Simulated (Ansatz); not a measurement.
Debugging energies of removing a hydrogen of CH3NOSi, SMILES O=C1N[SiH2]1 (Ansatz 0.2.0 through its Python package).

Script `bde_ch3nosi.py`:
```python
'''Cost of removing each kind of hydrogen from CH3NOSi, fragments frozen.'''

import ansatz as az


def energy_of(molecule, charge=0, unpaired=0):
    calc = (
        molecule.calculation()
        .basis('pcseg-2')
        .functional('r2scan', dispersion='d4')
    )
    if charge:
        calc = calc.charge(charge)
    if unpaired:
        calc = calc.spin('collinear', total=unpaired)
    return calc.run(threads=1, pin='off').report['free_energy_ev']

GEOMETRY = '''
O    -1.07040   -1.92540    0.03690
C    -0.57010   -0.83770    0.19940
N     0.32660   -0.21240    0.90090
Si   -0.16390    0.69830   -0.59150
H     1.28050   -0.63630    0.83540
H    -0.77310    1.97930   -0.04690
H     1.03170    0.86630   -1.37990
'''

def without(molecule, index):
    rest = az.Crystal.molecule()
    for i, site in enumerate(molecule.cartesian_sites):
        if i != index:
            rest = rest.atom(site.symbol, site.position_ang)
    return rest

molecule = az.Crystal.molecule()
for line in GEOMETRY.strip().splitlines():
    symbol, *xyz = line.split()
    molecule = molecule.atom(symbol, [float(v) for v in xyz])

whole = energy_of(molecule, 0)
hydrogen = energy_of(az.Crystal.molecule().atom('H', (0, 0, 0)), 0, 1)
print(f'E(molecule) = {whole:.5f} eV, E(H) = {hydrogen:.5f} eV')
for index in [4, 6]:
    radical = energy_of(without(molecule, index), 0, 1)
    print(f'H{index}: homolysis {96.485332 * (radical + hydrogen - whole):.1f} kJ/mol')
```

```console
$ python bde_ch3nosi.py
Traceback (most recent call last):
  File "bde_ch3nosi.py", line 40, in <module>
    whole = energy_of(molecule, 0)
  File "bde_ch3nosi.py", line 9, in energy_of
    .basis('pcseg-2')
     ~~~~~^^^^^^^^^^^
  ...
ansatz.errors.InputError: .basis: cutoff (an energy: a number in eV, or e.g. 30 * az.Ry) is a number, got 'pcseg-2'
$ echo $?
1
```
(Library frames cut from the traceback.)

Find the fault and give the corrected script.

The fault: the basis name must go under gaussian=. Mended:

```diff
--- before
+++ after
@@ -8,3 +8,3 @@
         molecule.calculation()
-        .basis('pcseg-2')
+        .basis(gaussian='pcseg-2')
         .functional('r2scan', dispersion='d4')
```

With that change:

Running `python bde_ch3nosi.py` prints:
```text
E(molecule) = -12497.70680 eV, E(H) = -13.60816 eV
H4: homolysis 336.2 kJ/mol
H6: homolysis 358.3 kJ/mol
```

Total energies depend on the basis set; only differences at equal settings carry meaning. The geometry is a force-field or estimated start, not a minimum of this method, and the basis set is short of its limit. All parts are taken at fixed geometry, without zero-point energy. Run time: 28 s on 1 thread of Arm Neoverse V2, on a shared host, peak memory 0.36 GiB.
